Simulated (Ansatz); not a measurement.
# Sn3Te: the cost of one run

Computed with Ansatz 0.2.0 (DFT PBE, scalar-relativistic, plane waves, PAW, unless a step's input says otherwise).

### 1 The structure to begin with

The structure is cubic, space group Im-3m (No. 229). Conventional cell: a = 6.593 Å, b = 6.593 Å, c = 6.593 Å, α = 90.00°, β = 90.00°, γ = 90.00°. Sn (site symmetry 4/mmm) is surrounded by 4 Sn at 3.30 Å and 2 Te at 3.30 Å. Around Te (site symmetry m-3m) lie 6 Sn at 3.30 Å.

As a file:

```xyz
4
Lattice="-3.2966 3.2966 3.2966 3.2966 -3.2966 3.2966 3.2966 3.2966 -3.2966" Properties=species:S:1:pos:R:3 pbc="T T T"
Sn    3.2966    0.0000    0.0000
Sn    0.0000    3.2966    0.0000
Sn    0.0000    0.0000    3.2966
Te    0.0000    0.0000    0.0000
```

A structure generator made this guess: random cell by space group and Wyckoff sites (Im-3m, No. 229). The dimensions are guesses.

### 2 A first look at the guess

input.yaml

```yaml
crystal:
  lattice:
    - [-3.29656575, 3.29656575, 3.29656575]
    - [3.29656575, -3.29656575, 3.29656575]
    - [3.29656575, 3.29656575, -3.29656575]
  atoms:
    - { symbol: Sn, position: [0.0, 0.5, 0.5] }
    - { symbol: Sn, position: [0.5, 0.0, 0.5] }
    - { symbol: Sn, position: [0.5, 0.5, 0.0] }
    - { symbol: Te, position: [0.0, 0.0, 0.0] }
basis:
  ecutwfc: 420
kpoints:
  mp_grid: { grid: [4, 4, 4] }
hamiltonian:
  xc: pbe
scf:
  occupations: { method: gaussian, width: 0.1 }
  lower_state_search: "off"
output:
  forces: true
  stress: true
  eigenvalues: true
```

Command:

```console
ansatz run input.yaml --threads 1 --pin off --max-ram 2560MiB --backend cpu --events-out ev --progress --plain --runs-dir out
```

**Question.** How long does this run take on 1 thread of AMD EPYC (Zen 3), shared host, and how much memory does it need?

About 4 s, with a peak of 0.41 GiB.
